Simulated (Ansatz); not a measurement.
# SnO2 (Cassiterite): the cost of one run

Program: Ansatz 0.2.0. Level of theory: DFT r²SCAN, scalar-relativistic, plane waves, PAW. These are calculated values, not measurements.

## (1) The structure to begin with

Symmetry: P4_2/mnm, No. 136, tetragonal system. The conventional cell has a = 4.760 Å, b = 4.760 Å, c = 3.201 Å, α = 90.00°, β = 90.00°, γ = 90.00°. Around Sn (site symmetry mmm) lie 6 O at 2.06 to 2.07 Å. Around O (site symmetry m2m) lie 3 Sn at 2.06 to 2.07 Å.

Coordinates:

```cif
data_structure
_symmetry_space_group_name_H-M 'P4_2/mnm'
_symmetry_Int_Tables_number 136
_cell_length_a 4.7602
_cell_length_b 4.7602
_cell_length_c 3.2008
_cell_angle_alpha 90.000
_cell_angle_beta 90.000
_cell_angle_gamma 90.000
_cell_volume 72.53
loop_
_atom_site_label
_atom_site_type_symbol
_atom_site_symmetry_multiplicity
_atom_site_Wyckoff_symbol
_atom_site_fract_x
_atom_site_fract_y
_atom_site_fract_z
_atom_site_occupancy
Sn1 Sn 2 a 0.00000 0.00000 0.00000 1
O1 O 4 f 0.30591 0.30591 0.00000 1
```

An earlier run at r²SCAN left this cell at 12.088 Å³/atom and -0.03 GPa (6×6×10 mesh).

## (2) Field gradients and densities at the nuclei

File input.yaml:

```yaml
crystal:
  lattice:
    - [4.7602436553, 0.0, 0.0]
    - [0.0, 4.7602436553, 0.0]
    - [0.0, 0.0, 3.2007846744]
  atoms:
    - { symbol: Sn, position: [0.0, 0.0, 0.0] }
    - { symbol: Sn, position: [0.5, 0.5, 0.5] }
    - { symbol: O, position: [0.3059141442, 0.3059141442, 0.0] }
    - { symbol: O, position: [0.1940858558, 0.8059141442, 0.5] }
    - { symbol: O, position: [0.6940858558, 0.6940858558, 0.0] }
    - { symbol: O, position: [0.8059141442, 0.1940858558, 0.5] }
basis:
  ecutwfc: 500
  ecutrho_ratio: 4
kpoints:
  mp_grid: { grid: [6, 6, 10] }
hamiltonian:
  xc: r2scan
scf:
  occupations: { method: gaussian, width: 0.05 }
output:
  forces: true
  stress: true
  eigenvalues: true
  efg:
    contact_densities: true
    quadrupole_moments_barn: { Sn: -0.132, O: -0.02558 }
```

Started as:

```sh
$ ansatz run input.yaml --threads 1 --pin off --max-ram 2560MiB --backend cpu --events-out ev --progress --plain --runs-dir out
```

Q: Estimate wall time and peak memory on 1 thread of Intel Xeon at 2.70GHz, shared host.

About 20 s, with a peak of 0.6 GiB.
